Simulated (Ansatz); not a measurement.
# KSn2Br5: the cost of one run

Method: DFT, PBE, plane-wave PAW, default files, scalar-relativistic, as far as a step names no other, in Ansatz 0.2.0.

## 1. The system as given

Symmetry: I4/mcm, No. 140, tetragonal system. The conventional cell has a = 8.410 Å, b = 8.410 Å, c = 14.750 Å, α = 90.00°, β = 90.00°, γ = 90.00°. K (site symmetry 422) is surrounded by 10 Br at 3.56 to 3.69 Å. Sn (site symmetry m2m) is surrounded by 4 Br at 2.74 to 3.09 Å. Br (site symmetry m) is surrounded by 3 Sn at 2.74 to 3.53 Å and 2 K at 3.56 Å. Around Br (site symmetry 4/m) lie 4 Sn at 3.09 Å and 2 K at 3.69 Å.

Structure file:

```cif
data_structure
_symmetry_space_group_name_H-M 'I4/mcm'
_symmetry_Int_Tables_number 140
_cell_length_a 8.4102
_cell_length_b 8.4102
_cell_length_c 14.7499
_cell_angle_alpha 90.000
_cell_angle_beta 90.000
_cell_angle_gamma 90.000
_cell_volume 1043.28
loop_
_atom_site_label
_atom_site_type_symbol
_atom_site_symmetry_multiplicity
_atom_site_Wyckoff_symbol
_atom_site_fract_x
_atom_site_fract_y
_atom_site_fract_z
_atom_site_occupancy
K1 K 4 a 0.50000 0.50000 0.25000 1
Sn1 Sn 8 h 0.67895 0.17895 0.00000 1
Br1 Br 16 l 0.16470 0.66470 0.13669 1
Br2 Br 4 c 0.50000 0.50000 0.00000 1
```

## 2. First run, atoms as given

The input, input.yaml:

```yaml
crystal:
  lattice:
    - [-4.2051082652, 4.2051082652, 7.3749406665]
    - [4.2051082652, -4.2051082652, 7.3749406665]
    - [4.2051082652, 4.2051082652, -7.3749406665]
  atoms:
    - { symbol: K, position: [0.75, 0.75, 0.0] }
    - { symbol: K, position: [0.25, 0.25, 0.0] }
    - { symbol: Sn, position: [0.17895085, 0.67895085, 0.8579017] }
    - { symbol: Sn, position: [0.82104915, 0.32104915, 0.1420983] }
    - { symbol: Sn, position: [0.32104915, 0.17895085, 0.5] }
    - { symbol: Sn, position: [0.67895085, 0.82104915, 0.5] }
    - { symbol: Br, position: [0.80138993, 0.30138993, 0.82940229] }
    - { symbol: Br, position: [0.19861007, 0.69861007, 0.17059771] }
    - { symbol: Br, position: [0.47198764, 0.97198764, 0.17059771] }
    - { symbol: Br, position: [0.52801236, 0.02801236, 0.82940229] }
    - { symbol: Br, position: [0.5, 0.5, 0.0] }
    - { symbol: Br, position: [0.0, 0.0, 0.0] }
    - { symbol: Br, position: [0.02801236, 0.19861007, 0.5] }
    - { symbol: Br, position: [0.97198764, 0.80138993, 0.5] }
    - { symbol: Br, position: [0.69861007, 0.52801236, 0.5] }
    - { symbol: Br, position: [0.30138993, 0.47198764, 0.5] }
kpoints:
  mp_grid: { grid: [4, 4, 4] }
scf:
  occupations: { method: fermi_dirac, width: 0.02 }
hamiltonian:
  xc: pbe
  pseudopotentials: { kind: paw }
output:
  forces: true
  stress: true
  populations: true
  efg:
    quadrupole_moments_barn: { K: 0.0603, Sn: -0.132, Br: 0.2579 }
    contact_densities: true
  write_density: true
  write_potential: true
  elf: true
  volumetric_format: npy
```

Started as:

```
> ansatz run input.yaml --threads 1 --pin off --max-ram 2560MiB --backend cpu --events-out ev --progress --plain --runs-dir out
```

**Question.** How long does this run take on 1 thread of an x86-64 CPU, shared host, and how much memory does it need?

About 46 s, with a peak of 1.1 GiB.
